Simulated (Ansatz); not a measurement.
# Cl3H3W: the cost of one run

Program: Ansatz 0.2.0. Level of theory: RKS LDA/def2-SVP. These are calculated values, not measurements.

## 1. The starting structure

Bond lengths: W1–Cl2 2.390 Å, W1–H3 1.720 Å, W1–Cl4 2.390 Å, W1–H5 1.720 Å, W1–Cl6 2.390 Å, W1–H7 1.720 Å. Angles (14 of 15 angles, heavy atoms first): Cl2–W1–Cl4 90.0°, Cl2–W1–Cl6 90.0°, Cl4–W1–Cl6 180.0°, Cl2–W1–H3 90.0°, Cl2–W1–H5 90.0°, Cl2–W1–H7 180.0°, H3–W1–Cl4 90.0°, H3–W1–Cl6 90.0°, Cl4–W1–H5 90.0°, Cl4–W1–H7 90.0°, H5–W1–Cl6 90.0°, Cl6–W1–H7 90.0°, H3–W1–H5 180.0°, H3–W1–H7 90.0°.

As a file:

```xyz
7

W     0.0000    0.0000    0.0000
Cl    0.0000    0.0000    2.3900
H     1.7200    0.0000    0.0000
Cl    0.0000    2.3900    0.0000
H    -1.7200    0.0000    0.0000
Cl    0.0000   -2.3900    0.0000
H     0.0000    0.0000   -1.7200
```

## 2. Relaxing the start

The input, input.yaml:

```yaml
crystal:
  periodic: [false, false, false]
  atoms:
    - { symbol: W, position_ang: [0.0, 0.0, 0.0] }
    - { symbol: Cl, position_ang: [0.0, 0.0, 2.39] }
    - { symbol: H, position_ang: [1.72, 0.0, 0.0] }
    - { symbol: Cl, position_ang: [0.0, 2.39, 0.0] }
    - { symbol: H, position_ang: [-1.72, 0.0, 0.0] }
    - { symbol: Cl, position_ang: [0.0, -2.39, 0.0] }
    - { symbol: H, position_ang: [0.0, 0.0, -1.72] }
basis:
  gaussian: { orbitals: def2-SVP }
hamiltonian:
  xc: lda
relax:
  f_tol: 0.02
  max_steps: 40
```

Run with:

```bash
> ansatz run input.yaml --threads 2 --pin off --max-ram 3072MiB --backend cpu --events-out ev --progress --plain --runs-dir out
```

**Question.** How long does this run take on 2 threads of AMD EPYC (Zen 3), shared host, and how much memory does it need?

About 33 s, with a peak of 0.22 GiB.
